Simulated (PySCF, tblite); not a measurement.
# C5H6N2OSi: geometry, infrared bands and NMR shifts

What infrared bands and NMR shifts should C5H6N2OSi (`C=C[C@@H](C#N)O[SiH2]C#N`) show?

The runs use tblite 0.8.0 and PySCF 2.14.0, with density-fitted response routines of our own; the level of theory stands in each step. All values are computed, except where a source is named. Atoms count from 0, in the outputs and in this text.

## (1) The starting structure

15 atoms, charge 0, multiplicity 1; geometry from: force field or distance geometry start.

Bonds of the start (Å): C0–C1 1.32, C1–C2 1.52, C2–C3 1.47, C3–N4 1.18, C2–O5 1.42, O5–Si6 1.68, Si6–C7 1.88, C7–N8 1.16, C0–H9 1.10, C0–H10 1.08, C1–H11 1.10, C2–H12 1.10, Si6–H13 1.48, Si6–H14 1.48.

## (2) Geometry optimisation with GFN2-xTB

What the job is given:

```
{"job": {"kind": "relax", "xc": "GFN2-xTB", "basis": "xTB"}, "charge": 0, "multiplicity": 1}
C     -2.489900     0.180600    -1.020100
C     -1.709500    -0.454700    -0.159700
C     -0.357400     0.037000     0.339400
C     -0.406100     0.212300     1.801700
N     -0.408300     0.342700     2.971200
O      0.583200    -0.951700    -0.062300
Si     2.171900    -0.481100    -0.318900
C      2.385100     0.729500    -1.738400
N      2.472000     1.488100    -2.610100
H     -3.451500    -0.250700    -1.321200
H     -2.234000     1.142300    -1.451700
H     -2.032700    -1.428100     0.237700
H     -0.157400     1.011300    -0.125500
H      2.656500     0.133100     0.941900
H      2.973700    -1.702600    -0.535700
```

Started as:

```
$ OMP_NUM_THREADS=1 python probes_run.py task.json out
```

The driver reads the jobs from task.json and runs them one after another.

**Question.** This job is followed by: GFN2-xTB harmonic vibrations, gas phase; GIAO PBE0/pcSseg-1 NMR shielding, non-relativistic, gas phase. What will the session give for the following? strongest single infrared mode (GFN2-xTB); zero-point energy (GFN2-xTB); 13C shifts against TMS (PBE0/pcSseg-1); 1H shifts against TMS (PBE0/pcSseg-1); 15N shifts against NH3 (PBE0/pcSseg-1); 17O shifts against H2O (PBE0/pcSseg-1); 29Si shifts against TMS (PBE0/pcSseg-1).

The runs gave:

| quantity | value |
| --- | --- |
| strongest single infrared mode (GFN2-xTB) | 1129 cm⁻¹, 281 km/mol |
| zero-point energy (GFN2-xTB) | 60.6 kcal/mol |
| 13C shifts against TMS (PBE0/pcSseg-1) | 143.2, 128.0, 123.5, 120.8, 65.8 ppm |
| 1H shifts against TMS (PBE0/pcSseg-1) | 6.31, 5.79, 5.79, 5.23, 4.92, 4.90 ppm |
| 15N shifts against NH3 (PBE0/pcSseg-1) | 365.2, 313.4 ppm |
| 17O shifts against H2O (PBE0/pcSseg-1) | 45.2 ppm |
| 29Si shifts against TMS (PBE0/pcSseg-1) | -56.1 ppm |

Over 133 steps the energy fell by 0.354 eV; of the close pairs, O5–Si6 changed most, 1.677 to 1.621 Å. All 39 modes are real, so the xTB geometry is a minimum. The strongest single mode, at 1129 cm⁻¹, moves mainly O5 and C2. GFN2-xTB is a fitted tight-binding method: band positions and strengths are rough. Its intensities can rank the bands wrongly. C1 (alkene CH) lies farthest downfield among carbon, at 143.2 ppm; the olefinic region. H11 (hydrogen on an alkene CH) lies farthest downfield among hydrogen, at 6.31 ppm; a vinylic proton, deshielded by the sp2 carbon and the C=C anisotropy. At PBE0/pcSseg-1: Shielding is most anisotropic at N8 (span 598 ppm, paramagnetic term -435 ppm).
